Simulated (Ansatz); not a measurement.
A nudged elastic band was laid between two geometries of a periodic cell of 13 atoms, Mg₁₂H (host Mg, host structure hcp, interstitial H).

These are results of DFT PBE, scalar-relativistic, plane waves, PAW (Ansatz 0.2.0), not measurements. Settings: cutoff 420 eV, k mesh 3x2x3, gaussian smearing 0.05 eV, no spin polarisation.

- movable images: 7
- climbing image: yes
- spring: 5.0 eV/Å²
- optimiser: quadratic models (default)
- start path: IDPP
- force threshold: 0.03 eV/Å
- iteration limit: 74
- end points: relaxed

Initial state:

```xyz
13
Lattice="6.4200 0.0000 0.0000 -4.8150 8.3398 0.0000 0.0000 0.0000 5.2130" Properties=species:S:1:pos:R:3
Mg 0.008 -0.007 -0.018
Mg 0.008 1.860 2.628
Mg -1.602 2.789 0.011
Mg -1.599 4.630 2.614
Mg -3.206 5.565 0.016
Mg -3.202 7.418 2.616
Mg 3.202 -0.006 -0.022
Mg 3.201 1.861 2.623
Mg 1.597 2.774 -0.009
Mg 1.600 4.630 2.593
Mg -0.006 5.563 -0.008
Mg -0.002 7.406 2.594
H 1.611 0.953 1.294
```

Final state:

Only the atoms that move by more than 0.05 Å are listed.
```
H13 1.589 0.970 3.844
```

**Question.** Which bonds break or form, and what moves?

**Answer.** The atom that moves furthest is H13, by 2.55 Å; four of its nearest neighbours are Mg9 2.24, Mg8 2.26, Mg2 2.27, Mg7 2.28 Å at the first end and Mg2 2.21, Mg8 2.23, Mg6 2.26, Mg9 2.27 Å at the last.

**Question.** Give the energies along the band, and the barrier.

**Answer.** The forces met the threshold. The highest image is number 4 of 0 to 8, 0.174 eV above the ends, which have the same energy within 2 meV. By the program's own check the climbing image is of a kind that is not told: the force calls were inconclusive, a negative curvature could not be distinguished from the path's own, the only one lies far off the path, or fixed occupations may fill a level only in part (lowest curvatures found: -0.61 and 0.75 eV/Å²). Limits of this set-up: odd electron count without spin, a small cell, in which the defect meets its images.

```json
{"image": "0", "path coordinate (Å)": "0.00", "energy (eV)": "0.000"}
{"image": "1", "path coordinate (Å)": "0.32", "energy (eV)": "0.020"}
{"image": "2", "path coordinate (Å)": "0.64", "energy (eV)": "0.077"}
{"image": "3", "path coordinate (Å)": "0.97", "energy (eV)": "0.144"}
{"image": "4", "path coordinate (Å)": "1.29", "energy (eV)": "0.174"}
{"image": "5", "path coordinate (Å)": "1.60", "energy (eV)": "0.147"}
{"image": "6", "path coordinate (Å)": "1.90", "energy (eV)": "0.085"}
{"image": "7", "path coordinate (Å)": "2.21", "energy (eV)": "0.027"}
{"image": "8", "path coordinate (Å)": "2.51", "energy (eV)": "0.001"}
```

**Question.** What is the geometry of the highest image?

**Answer.** 
```xyz
13
Lattice="6.4200 0.0000 0.0000 -4.8150 8.3398 0.0000 0.0000 0.0000 5.2130" Properties=species:S:1:pos:R:3:forces:R:3
Mg 0.005 -0.009 -0.003 -0.01 -0.01 0.00
Mg -0.050 1.932 2.603 0.00 -0.02 0.00
Mg -1.589 2.804 -0.003 0.00 0.00 0.00
Mg -1.590 4.633 2.604 0.00 0.00 0.00
Mg -3.185 5.583 -0.003 -0.01 0.00 0.00
Mg -3.173 7.340 2.603 -0.02 0.01 0.00
Mg 3.249 -0.037 -0.004 -0.01 0.00 0.00
Mg 3.217 1.871 2.603 0.03 0.03 0.00
Mg 1.587 2.852 -0.004 0.00 -0.01 0.00
Mg 1.598 4.642 2.603 0.00 0.00 0.00
Mg -0.017 5.547 -0.003 0.00 0.00 0.00
Mg -0.005 7.392 2.603 0.01 0.00 0.00
H 1.555 0.897 2.600 0.00 0.00 0.00
```

Time of the run: 4 min on 2 threads of INTEL(R) XEON(R) PLATINUM 8581C CPU @ 2.10GHz (Emerald Rapids), with other jobs on the host, peak memory 1.4 GiB.
